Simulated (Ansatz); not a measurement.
**C3H6FNSi: a ladder of functionals and wavefunction methods**

The task here is to estimate one member of a computed series from the others.

Method: functionals in def2-TZVPP, the program's frozen cores in correlated methods; program: Ansatz 0.2.0, Gaussian basis.

Plan: PBE-D4, r2SCAN-D4, PBE0-D4, B3LYP-D4, ωB97X-V, ωB97M-V, B2PLYP; CCSD(T)/def2-TZVPP; MP2/def2-QZVPP; extrapolation to the limit.

## The relaxed structure

An earlier PBE0-D4 in a triple-zeta def2 set relaxation fixed the geometry.

SMILES `F[SiH2]C1C=NC1`, 12 atoms, charge 0, spin multiplicity 1.

Atoms are counted from 1 here; the program's logs count them from 0.

Bond lengths: F1–Si2 1.602 Å, Si2–C3 1.863 Å, Si2–H7 1.483 Å, Si2–H8 1.484 Å, C3–C4 1.496 Å, C3–C6 1.560 Å, C3–H9 1.094 Å, C4–N5 1.280 Å, C4–H10 1.089 Å, N5–C6 1.478 Å, C6–H11 1.091 Å, C6–H12 1.094 Å. Angles: F1–Si2–C3 109.9°, F1–Si2–H7 108.1°, F1–Si2–H8 107.9°, C3–Si2–H7 109.7°, C3–Si2–H8 110.4°, H7–Si2–H8 110.7°, Si2–C3–C4 117.4°, Si2–C3–C6 114.0°, Si2–C3–H9 110.9°, C4–C3–C6 79.9°, C4–C3–H9 115.8°, C6–C3–H9 115.8°, C3–C4–N5 100.3°, C3–C4–H10 133.1°, N5–C4–H10 126.6°, C4–N5–C6 90.5°, C3–C6–N5 89.3°, C3–C6–H11 114.6° and more.

Geometry (Å):

```csv
atom,x (Å),y (Å),z (Å)
F1,-1.0257,-2.5276,-0.5901
Si2,0.2012,-1.5907,-0.1621
C3,-0.4316,0.0731,0.3877
C4,-0.9014,1.0174,-0.6739
N5,0.0253,1.8994,-0.6208
C6,0.6726,1.1701,0.4903
H7,1.0876,-1.4247,-1.3397
H8,0.9220,-2.2632,0.9474
H9,-1.0849,-0.0273,1.2599
H10,-1.7555,1.0127,-1.3500
H11,0.6672,1.7341,1.4246
H12,1.7002,0.8714,0.2605
```

The first run:

Input file in.yaml:

```yaml
crystal:
  periodic: [false, false, false]
  atoms:
    - {symbol: F, position_ang: [-1.025673, -2.527605, -0.590059]}
    - {symbol: Si, position_ang: [0.201161, -1.590651, -0.162102]}
    - {symbol: C, position_ang: [-0.431564, 0.073078, 0.387674]}
    - {symbol: C, position_ang: [-0.901415, 1.017378, -0.673937]}
    - {symbol: N, position_ang: [0.025299, 1.899438, -0.620762]}
    - {symbol: C, position_ang: [0.672609, 1.170138, 0.490298]}
    - {symbol: H, position_ang: [1.087568, -1.424674, -1.339705]}
    - {symbol: H, position_ang: [0.922047, -2.263193, 0.947438]}
    - {symbol: H, position_ang: [-1.084896, -0.027348, 1.259903]}
    - {symbol: H, position_ang: [-1.755473, 1.012728, -1.350004]}
    - {symbol: H, position_ang: [0.667176, 1.734132, 1.424613]}
    - {symbol: H, position_ang: [1.700160, 0.871378, 0.260543]}
basis:
  gaussian: {orbitals: def2-TZVPP}
hamiltonian: {xc: pbe, dispersion: d4}
output: {forces: true, orbitals: {seedname: orbitals}}
```

Started as:

```console
ansatz run in.yaml --threads 4 --pin off --events-out ev --progress --plain --max-ram 10444MiB
```

Steps of the session up to this table: PBE-D4 (GGA); r2SCAN-D4 (meta-GGA); PBE0-D4 (hybrid); B3LYP-D4 (hybrid); ωB97X-V (range-separated); ωB97M-V (range-separated); B2PLYP (double hybrid); CCSD(T) in def2-TZVPP; MP2 in def2-QZVPP.

One of the session's tables, all rows but one given; the rest of the session is left out.

```
            method  atomisation energy (kJ/mol)
            PBE-D4                       4919.6
         r2SCAN-D4                       4793.3
           PBE0-D4                       4816.4
          B3LYP-D4                       4787.5
           ωB97X-V                       4815.6
           ωB97M-V                       4810.6
            B2PLYP                       4742.6
     HF/def2-TZVPP                       3427.1
    MP2/def2-TZVPP                       4763.4
   CCSD/def2-TZVPP                            ?
CCSD(T)/def2-TZVPP                       4658.5
           MP2/CBS                       4895.6
       CCSD(T)/CBS                       4790.8
```

Q: Estimate the row for CCSD/def2-TZVPP from the others.

**Answer.** atomisation energy (kJ/mol): 4575.9. In the column «atomisation energy (kJ/mol)» it lies between HF/def2-TZVPP (3427.1) and CCSD(T)/def2-TZVPP (4658.5).

To keep in mind: Free atoms (1 F, 1 Si, 3 C, 1 N, 6 H) were run apart at each level; the atomisation energy is their sum less the molecule, without zero-point or spin-orbit terms.
